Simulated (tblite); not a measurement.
# C5H12N2OSi: the cost of one run

Programs: tblite 0.8.0 and PySCF 2.14.0, with density-fitted response routines of our own. Each step states its level of theory. These are calculated values for one molecule in the gas phase, unless marked as measured. Atoms count from 0, in the outputs and in this text.

**1. The starting structure**

21 atoms, charge 0, multiplicity 1; geometry from: force field or distance geometry start.

Bonds of the start (Å): C0–O1 1.39, O1–C2 1.37, C2–C3 1.52, C3–N4 1.44, N4–Si5 1.79, N4–N6 1.40, N6–C7 1.31, C7–C8 1.49, C7–C2 1.49, C0–H9 1.11, C0–H10 1.11, C0–H11 1.12, C2–H12 1.10, C3–H13 1.12, C3–H14 1.12, Si5–H15 1.48, Si5–H16 1.48, Si5–H17 1.47, C8–H18 1.09, C8–H19 1.12, C8–H20 1.10.

**2. Relaxing the molecule with GFN2-xTB**

What the job is given:

```
{"job": {"kind": "relax", "xc": "GFN2-xTB", "basis": "xTB"}, "charge": 0, "multiplicity": 1}
C      2.953900    -0.254400     0.204500
O      1.775200     0.092600     0.848500
C      0.632200    -0.083500     0.111800
C     -0.366100    -1.003900     0.797500
N     -1.616500    -0.522400     0.270500
Si    -3.034800    -1.553600    -0.073600
N     -1.462700     0.856300     0.072400
C     -0.185700     1.151500    -0.013100
C      0.263400     2.558400    -0.221500
H      3.068600     0.373800    -0.708400
H      3.837100    -0.162200     0.868000
H      2.893200    -1.341400    -0.048800
H      0.865800    -0.465000    -0.890100
H     -0.130700    -2.043500     0.438200
H     -0.316200    -0.918900     1.912200
H     -4.071300    -1.142900     0.896800
H     -2.669200    -2.972300     0.100700
H     -3.436400    -1.319500    -1.462900
H      1.195300     2.551900    -0.778000
H     -0.492200     3.058100    -0.871800
H      0.288200     3.157900     0.701300
```

The run is started by

```sh
> OMP_NUM_THREADS=1 python probes_run.py task.json out
```

This one command runs all jobs of the session in turn.

**Question.** How long does this first job take on 1 thread of Arm Neoverse V2, shared host?

About 1.4 s.
